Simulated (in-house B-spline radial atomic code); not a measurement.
**Ba²¹⁺: binding energies from hole states**

Wanted: ΔSCF binding energies of Ba²¹⁺.

Method: Dirac-Hartree-Fock, average of configuration, Fermi nucleus, basis-set limit. Code: in-house B-spline radial atomic code version 1.

## 1. What is computed

```
element       : barium (Z = 56)
charge        : +21
electrons     : 35
configuration : [Ar] 3d10 4s2 4p5
Hamiltonian   : Dirac-Coulomb
nucleus       : Fermi, rms radius 4.838 fm
```

The outer shells:

[Ar] 3d10 4s2 4p5
```
[Ar] core
3d [↑↓][↑↓][↑↓][↑↓][↑↓]
4s [↑↓]
4p [↑↓][↑↓][↑ ]
```

The boxes draw the filling by Hund's rule, which heavy ions in jj coupling don't follow; these runs average over all states of the configuration.

Settings, as recorded:

```ini
Z = 56
electrons = 35.0
configuration = [Ar] 3d10 4s2 4p5
hamiltonian = dirac
method = hf
spin_polarised = False
nucleus = fermi
rms_radius = 4.8378
mass_number = 138
atomic_mass = 137.905247059
speed_of_light = 137.035999084
```

This reference run was done before. Its total energy is -7948.403775 hartree, and its levels are (the highest eight at most):

| orbital | occupation | energy (eV) | <r> (bohr) |
| --- | --- | --- | --- |
| 3s1/2 | 2 | -1883.83 | 0.2876 |
| 3p1/2 | 2 | -1729.97 | 0.2780 |
| 3p3/2 | 4 | -1652.36 | 0.2891 |
| 3d3/2 | 4 | -1387.32 | 0.2599 |
| 3d5/2 | 6 | -1370.88 | 0.2634 |
| 4s1/2 | 2 | -764.91 | 0.6205 |
| 4p1/2 | 1.66667 | -701.77 | 0.6288 |
| 4p3/2 | 3.33333 | -681.59 | 0.6466 |

## 2. The 1s hole

Settings, as recorded:

```ini
Z = 56
electrons = 34.0
configuration = 1s1 2s2 2p6 3s2 3p6 3d10 4s2 4p5
hamiltonian = dirac
method = hf
spin_polarised = False
nucleus = fermi
rms_radius = 4.8378
mass_number = 138
atomic_mass = 137.905247059
speed_of_light = 137.035999084
```

## 3. The 2s hole

The settings differ from step 2 so:

```diff
@@ -2,3 +2,3 @@
 electrons = 34.0
-configuration = 1s1 2s2 2p6 3s2 3p6 3d10 4s2 4p5
+configuration = 1s2 2s1 2p6 3s2 3p6 3d10 4s2 4p5
 hamiltonian = dirac
```

## 4. The 2p1/2 hole

In configurations, a minus sign after the shell means j = l − 1/2 and a plus sign j = l + 1/2; the count of electrons follows.

The settings differ from step 3 so:

```diff
@@ -2,3 +2,3 @@
 electrons = 34.0
-configuration = 1s2 2s1 2p6 3s2 3p6 3d10 4s2 4p5
+configuration = 1s2 2s2 2p-1 2p+4 3s2 3p6 3d10 4s2 4p5
 hamiltonian = dirac
```

## 5. The 2p3/2 hole

The settings differ from step 4 so:

```diff
@@ -2,3 +2,3 @@
 electrons = 34.0
-configuration = 1s2 2s2 2p-1 2p+4 3s2 3p6 3d10 4s2 4p5
+configuration = 1s2 2s2 2p-2 2p+3 3s2 3p6 3d10 4s2 4p5
 hamiltonian = dirac
```

## 6. The 3s hole

The settings differ from step 5 so:

```diff
@@ -2,3 +2,3 @@
 electrons = 34.0
-configuration = 1s2 2s2 2p-2 2p+3 3s2 3p6 3d10 4s2 4p5
+configuration = 1s2 2s2 2p6 3s1 3p6 3d10 4s2 4p5
 hamiltonian = dirac
```

## 7. The 3p1/2 hole

The settings differ from step 6 so:

```diff
@@ -2,3 +2,3 @@
 electrons = 34.0
-configuration = 1s2 2s2 2p6 3s1 3p6 3d10 4s2 4p5
+configuration = 1s2 2s2 2p6 3s2 3p-1 3p+4 3d10 4s2 4p5
 hamiltonian = dirac
```

## 8. The 3p3/2 hole

The settings differ from step 7 so:

```diff
@@ -2,3 +2,3 @@
 electrons = 34.0
-configuration = 1s2 2s2 2p6 3s2 3p-1 3p+4 3d10 4s2 4p5
+configuration = 1s2 2s2 2p6 3s2 3p-2 3p+3 3d10 4s2 4p5
 hamiltonian = dirac
```

## 9. The 3d3/2 hole

The settings differ from step 8 so:

```diff
@@ -2,3 +2,3 @@
 electrons = 34.0
-configuration = 1s2 2s2 2p6 3s2 3p-2 3p+3 3d10 4s2 4p5
+configuration = 1s2 2s2 2p6 3s2 3p6 3d-3 3d+6 4s2 4p5
 hamiltonian = dirac
```

## 10. The 3d5/2 hole

The settings differ from step 9 so:

```diff
@@ -2,3 +2,3 @@
 electrons = 34.0
-configuration = 1s2 2s2 2p6 3s2 3p6 3d-3 3d+6 4s2 4p5
+configuration = 1s2 2s2 2p6 3s2 3p6 3d-4 3d+5 4s2 4p5
 hamiltonian = dirac
```

## 11. The 4s hole

The settings differ from step 10 so:

```diff
@@ -2,3 +2,3 @@
 electrons = 34.0
-configuration = 1s2 2s2 2p6 3s2 3p6 3d-4 3d+5 4s2 4p5
+configuration = 1s2 2s2 2p6 3s2 3p6 3d10 4s1 4p5
 hamiltonian = dirac
```

## 12. The 4p hole

The settings differ from step 11 so:

```diff
@@ -2,3 +2,3 @@
 electrons = 34.0
-configuration = 1s2 2s2 2p6 3s2 3p6 3d10 4s1 4p5
+configuration = 1s2 2s2 2p6 3s2 3p6 3d10 4s2 4p4
 hamiltonian = dirac
```

**Question.** What does each hole state cost in eV, and how does that compare with the orbital energies or single holes?

**Answer**, as computed:

| hole | ΔSCF (eV) | with Breit, QED, recoil (eV) | −ε of the parent (eV) | −ε less ΔSCF (eV) |
| --- | --- | --- | --- | --- |
| 1s | 38196.7 | 38057.2 | 38250.1 | 53.47 |
| 2s | 6622.61 | 6607.32 | 6645.26 | 22.65 |
| 2p1/2 | 6253.48 | 6238.65 | 6279.63 | 26.15 |
| 2p3/2 | 5871.30 | 5861.05 | 5895.96 | 24.65 |
| 3s | 1878.65 | 1875.78 | 1883.83 | 5.18 |
| 3p1/2 | 1724.31 | 1721.74 | 1729.97 | 5.66 |
| 3p3/2 | 1647.21 | 1645.54 | 1652.36 | 5.16 |
| 3d3/2 | 1380.64 | 1379.75 | 1387.32 | 6.68 |
| 3d5/2 | 1364.40 | 1363.89 | 1370.88 | 6.48 |
| 4s | 764.33 | 763.57 | 764.91 | 0.58 |
| 4p | 687.73 | 687.25 | - | - |

Every ΔSCF value lies below −ε, since the other electrons relax into the hole: by 53.5 eV for 1s and 0.58 eV for 4s. The spin-orbit splitting of the 2p hole is 377.60 eV with those corrections. Two partly filled shells share a symmetry and can mix in the average, which may lower the energy, in these hole states: 2p1/2; 2p3/2; 3p1/2; 3p3/2. A dash stands where an open shell is averaged over j, so that no single parent level belongs to the hole. Values are for the free ion, measured from the vacuum level.
